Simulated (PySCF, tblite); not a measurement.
# C5H10BrFSi: geometry, infrared bands and NMR shifts

Wanted: the infrared bands and NMR shifts of C5H10BrFSi (`C=CC[Si@H](CF)CBr`), by calculation.

Computed with tblite 0.8.0 and PySCF 2.14.0, with density-fitted response routines of our own, on a single molecule in the gas phase. Atoms count from 0, in the outputs and in this text.

### Step 1. The starting structure

18 atoms, charge 0, multiplicity 1; geometry from: force field or distance geometry start.

Bonds of the start (Å): C0–C1 1.35, C1–C2 1.48, C2–Si3 1.90, Si3–C4 1.86, C4–F5 1.37, Si3–C6 1.84, C6–Br7 1.95, C0–H8 1.08, C0–H9 1.08, C1–H10 1.10, C2–H11 1.10, C2–H12 1.10, Si3–H13 1.50, C4–H14 1.09, C4–H15 1.09, C6–H16 1.09, C6–H17 1.09.

### Step 2. Relaxing the molecule with GFN2-xTB

The job: settings as JSON, then the geometry in Å.

```
{"job": {"kind": "relax", "xc": "GFN2-xTB", "basis": "xTB"}, "charge": 0, "multiplicity": 1}
C      2.711700    -1.162800     0.190600
C      1.919500    -0.190900     0.688700
C      0.966500     0.614400    -0.115200
Si    -0.862200     0.357900     0.320900
C     -1.343000    -1.412000    -0.005100
F     -1.341700    -1.607900    -1.363400
C     -1.955300     1.489000    -0.635800
Br    -1.641400     3.340000    -0.095600
H      2.677600    -1.430700    -0.859400
H      3.393700    -1.704800     0.829300
H      2.006600     0.042300     1.756500
H      1.076300     0.402800    -1.185700
H      1.198800     1.678100     0.030200
H     -1.025500     0.603600     1.787400
H     -2.353100    -1.621900     0.351300
H     -0.650200    -2.124900     0.447600
H     -3.015700     1.298900    -0.445700
H     -1.771400     1.435200    -1.708300
```

The run is started by

```sh
$ OMP_NUM_THREADS=1 python probes_run.py task.json out
```

The driver reads the jobs from task.json and runs them one after another.

**Question.** This job is followed by: GFN2-xTB harmonic vibrations, gas phase; GIAO PBE0/pcSseg-1 NMR shielding, non-relativistic, gas phase. Predict these results of the whole session: strongest single infrared mode (GFN2-xTB); zero-point energy (GFN2-xTB); 13C shifts against TMS (PBE0/pcSseg-1); 1H shifts against TMS (PBE0/pcSseg-1); 29Si shifts against TMS (PBE0/pcSseg-1); 19F shifts against CFCl3 (PBE0/pcSseg-1); 79Br shifts against HBr (PBE0/pcSseg-1); surface potential, 1st and 99th percentile.

As calculated:

```
                                 quantity                                                           value
strongest single infrared mode (GFN2-xTB)                                           2244 cm⁻¹, 237 km/mol
             zero-point energy (GFN2-xTB)                                                   84.0 kcal/mol
   13C shifts against TMS (PBE0/pcSseg-1)                              141.8, 122.7, 75.8, 22.5, 21.4 ppm
    1H shifts against TMS (PBE0/pcSseg-1)  6.10, 5.55, 5.38, 5.01, 4.70, 4.08, 2.95, 2.87, 2.49, 2.03 ppm
  29Si shifts against TMS (PBE0/pcSseg-1)                                                       -21.6 ppm
 19F shifts against CFCl3 (PBE0/pcSseg-1)                                                      -309.5 ppm
  79Br shifts against HBr (PBE0/pcSseg-1)                                                         136 ppm
    surface potential, 1st and 99th percentile                                              -0.93 V and 1.15 V
```

The optimisation took 74 steps and gained 0.175 eV; among the close pairs (by a distance rule), Si3–C6 changed most, from 1.841 to 1.912 Å. All 48 modes are real, so the xTB geometry is a minimum. The strongest single mode, at 2244 cm⁻¹, moves mainly H13. GFN2-xTB is a fitted tight-binding method: band positions and strengths are rough. Its intensities can rank the bands wrongly. C6 stands next to heavy halogen, whose spin-orbit shielding this run leaves out, so the computed shift lies too far downfield, most of all for carbon beside Br or I. The most deshielded carbon is C1 (alkene CH), at 141.8 ppm: as expected for a trigonal carbon in a double bond. The most deshielded hydrogen is H10 (hydrogen on an alkene CH), at 6.10 ppm: a vinylic proton, deshielded by the sp2 carbon and the C=C anisotropy. At PBE0/pcSseg-1: The widest tensor belongs to Br7: span 901 ppm, with a paramagnetic part of -636 ppm. By nearest atom (PBE0/pcSseg-1), the HOMO sits on C0 32 %; C1 23 % and the LUMO on Br7 35 %; C6 23 %. Spin-orbit coupling is left out, which matters for shieldings and couplings at and beside the heavy atoms.
